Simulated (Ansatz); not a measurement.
**FHSSn: taking an electron away**

How much energy removes an electron from FHSSn at fixed geometry? The cation is run at each level and the neutral's energy taken from earlier runs.

The runs use Ansatz 0.2.0, Gaussian basis; unrestricted cation, the program's frozen cores in correlated methods.

Levels to be run: UKS PBE-D4/def2-TZVPP; UKS r2SCAN-D4/def2-TZVPP; UKS PBE0-D4/def2-TZVPP; UKS B3LYP-D4/def2-TZVPP; UKS wB97X-V/def2-TZVPP; UKS wB97M-V/def2-TZVPP; UKS B2PLYP/def2-TZVPP; UHF-CCSD(T)/def2-TZVPP; UHF-MP2/def2-QZVPP; extrapolation to the limit; then −ε(HOMO) from the neutral's earlier runs with LDA (SPW92), PBE-D4, revPBE-D4, BLYP-D4, r2SCAN-D4, B97M-V, PBE0-D4, B3LYP-D4, r2SCANh-D4, r2SCAN0-D4, HSE06-D4, BHLYP-D4, CAM-B3LYP-D4, LC-ωPBE, ωB97X-V, ωB97M-V.

## 1. Structure used throughout

The geometry comes from an earlier relaxation with PBE0-D4 in a triple-zeta def2 set; it is a stationary point. Sn takes the def2 core potential; no spin-orbit term is included.

SMILES `[F][Sn][SH]`, 4 atoms, charge 0, spin multiplicity 1.

Atoms are counted from 1 here; the program's logs count them from 0.

Bond lengths: F1–Sn2 1.948 Å, Sn2–S3 2.426 Å, S3–H4 1.346 Å. Angles: F1–Sn2–S3 94.0°, Sn2–S3–H4 90.4°.

## 2. Cation, UKS PBE-D4/def2-TZVPP

Contents of in.yaml:

```yaml
crystal:
  periodic: [false, false, false]
  atoms:
    - {symbol: F, position_ang: [-1.622826, -0.458031, 0.334766]}
    - {symbol: Sn, position_ang: [-0.523415, 1.102387, 0.725657]}
    - {symbol: S, position_ang: [1.440089, 0.206656, -0.381613]}
    - {symbol: H, position_ang: [0.761651, -0.911313, -0.699109]}
basis:
  gaussian: {orbitals: def2-TZVPP}
total_charge: 1
magnetization: {spin_polarized: true, initial_magnetization: 1}
hamiltonian: {xc: pbe, dispersion: d4}
```

On the command line:

```bash
> ansatz run in.yaml --threads 4 --pin off --events-out ev --progress --plain --max-ram 10444MiB
```

The runs that follow: Cation, UKS r2SCAN-D4/def2-TZVPP; Cation, UKS PBE0-D4/def2-TZVPP; Cation, UKS B3LYP-D4/def2-TZVPP; Cation, UKS wB97X-V/def2-TZVPP; Cation, UKS wB97M-V/def2-TZVPP; Cation, UKS B2PLYP (frozen core)/def2-TZVPP; Cation, UHF-CCSD(T)/def2-TZVPP; Cation, UHF-MP2/def2-QZVPP.

**Question.** What will the summary of the whole plan be? Wanted: ionisation energy, CCSD(T)/CBS; nearest functional by difference; nearest −ε(HOMO); −ε(HOMO) of PBE; T1 of the cation.

**Answer**, as computed:

| quantity | value |
| --- | --- |
| ionisation energy, CCSD(T)/CBS | 10.03 eV |
| nearest functional by difference | ωB97X-V (-0.28 eV) |
| nearest −ε(HOMO) | LC-ωPBE (-0.07 eV) |
| −ε(HOMO) of PBE | 6.48 eV |
| T1 of the cation | 0.017 |

Energy differences with functionals land within 0.50 eV of the reference. The PBE orbital energy is 3.6 eV too small: a semilocal HOMO is no ionisation energy. Among orbital estimates LC-ωPBE comes nearest. Hartree-Fock falls 1.23 eV short, as the neutral has more correlation energy than the cation. Correlated methods include outer-core shells of Sn, which these sets cover unevenly. With outer-core shells in play the reference is unsure by up to some tenths of an eV, so close misses can't be ranked.
